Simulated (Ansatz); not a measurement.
Write a Python script for Ansatz's Python interface that makes a formation energy from the elements of HfBe2 and its elements. Level of theory (first run): PBEsol, PAW, cutoff 520 eV, 13×13×14 k-points, Fermi-Dirac smearing of 0.05 eV.

Input file `hfbe2_hfbe2.cif`:
```cif
data_HfBe2
_cell_length_a 3.779501
_cell_length_b 3.779501
_cell_length_c 3.169958
_cell_angle_alpha 90.00000
_cell_angle_beta 90.00000
_cell_angle_gamma 120.00000
_symmetry_space_group_name_H-M 'P 1'
_symmetry_Int_Tables_number 1
loop_
_symmetry_equiv_pos_as_xyz
'x, y, z'
loop_
_atom_site_label
_atom_site_type_symbol
_atom_site_fract_x
_atom_site_fract_y
_atom_site_fract_z
Hf1 Hf    0.000000    0.000000    0.000000
Be2 Be    0.333333    0.666667    0.500000
Be3 Be    0.666667    0.333333    0.500000
```

The script reads `hfbe2_hf.xyz`:
```text
2
Lattice="3.1967 0.0 0.0 -1.59835 2.76842341 0.0 0.0 0.0 5.0578" Properties=species:S:1:pos:R:3 pbc="T T T"
Hf   -0.00000000    1.84561561    1.26445000
Hf    1.59835000    0.92280780    3.79335000
```

Contents of `hfbe2_be.xyz`:
```text
2
Lattice="2.2853 0.0 0.0 -1.14265 1.97912786 0.0 0.0 0.0 3.5842" Properties=species:S:1:pos:R:3 pbc="T T T"
Be   -0.00000000    1.31941857    0.89605000
Be    1.14265000    0.65970929    2.68815000
```

Script `formation_hfbe2.py`:
```python
"""Is HfBe2 bound against its elements, after relaxing cells and atoms."""

from collections import Counter

import ansatz
from ase.io import read
import numpy as np


def ground_state(name, crystal):
    calc = (
        crystal.calculation()
        .functional(ansatz.Functional.PBESOL)
        .scf(tolerance=1e-10)
        .basis(520)
        .kpoints(spacing=0.15)
        .occupations("fermi_dirac", width=0.05)
        .stress()
    )
    calc = calc.relax(force_tolerance=0.03, max_steps=60, cell=True)
    return calc.run()


def counts(outcome):
    return Counter(site.symbol for site in outcome.lattice.sites)

def formation_energy(outcome, mu):
    n = counts(outcome)
    return (outcome.report["energy_sigma0_ev"] - sum(k * mu[element] for element, k in n.items())) / sum(n.values())


def volume_per_atom(outcome):
    return abs(np.linalg.det(outcome.lattice.cell_ang)) / len(outcome.lattice.sites)


def main() -> None:
    phases = {}
    atoms = read("hfbe2_hfbe2.cif")
    hfbe2 = ansatz.Crystal.from_ase(atoms)
    phases["HfBe2"] = hfbe2
    hf = ansatz.Crystal.from_extxyz("hfbe2_hf.xyz")
    phases["Hf"] = hf
    be = ansatz.Crystal.from_extxyz("hfbe2_be.xyz")
    phases["Be"] = be

    done = {name: ground_state(name, crystal) for name, crystal in phases.items()}

    # energy of one atom in its reference phase
    references = {"Hf": "Hf", "Be": "Be"}
    mu = {element: done[name].report["energy_sigma0_ev"] / len(done[name].lattice.sites) for element, name in references.items()}

    target = done["HfBe2"]
    heat = formation_energy(target, mu)
    n = counts(target)
    print("cell content:", dict(n), " volume", round(volume_per_atom(target), 3), "A^3/atom")
    print("formation energy", round(heat, 4), "eV/atom,", round(heat * sum(n.values()), 4), "eV per cell")
    print("bound against the elements" if heat < 0 else "unbound against the elements")


if __name__ == "__main__":
    main()
```

Output of `python formation_hfbe2.py`:
```text
DeckWarning: the atoms were moved onto the symmetric positions of the space group found under crystal.symmetry.tolerance 1.0e-5 (fractional; no operation is sought that the atoms, as they stand in a round, miss by more than twice it, and no atom is moved by as much as it), and the run uses the moved positions. Before [...]
cell content: {<Element.HF: 'Hf'>: 1, <Element.BE: 'Be'>: 2}  volume 12.83 A^3/atom
formation energy -0.1627 eV/atom, -0.488 eV per cell
bound against the elements
```
(Warnings from the package without file and line, shortened.)

Caveats:
- Spin is left out of this run.
- Spin-orbit coupling, which matters for elements this heavy, is left out.
- The cells come from databases of deposited and of computed structures, and not all need be stable phases.
- The compound is the structure given, not necessarily its lowest; energies are at zero temperature, with no correction for gases. A semilocal functional's error on such energies is often 0.05 to 0.1 eV an atom, and 0.1 to 0.3 eV against gases such as O2 or F2.
- Finished in 2.6 min on 1 thread of Arm Neoverse V1, with other jobs on the host, peak memory 0.62 GiB.
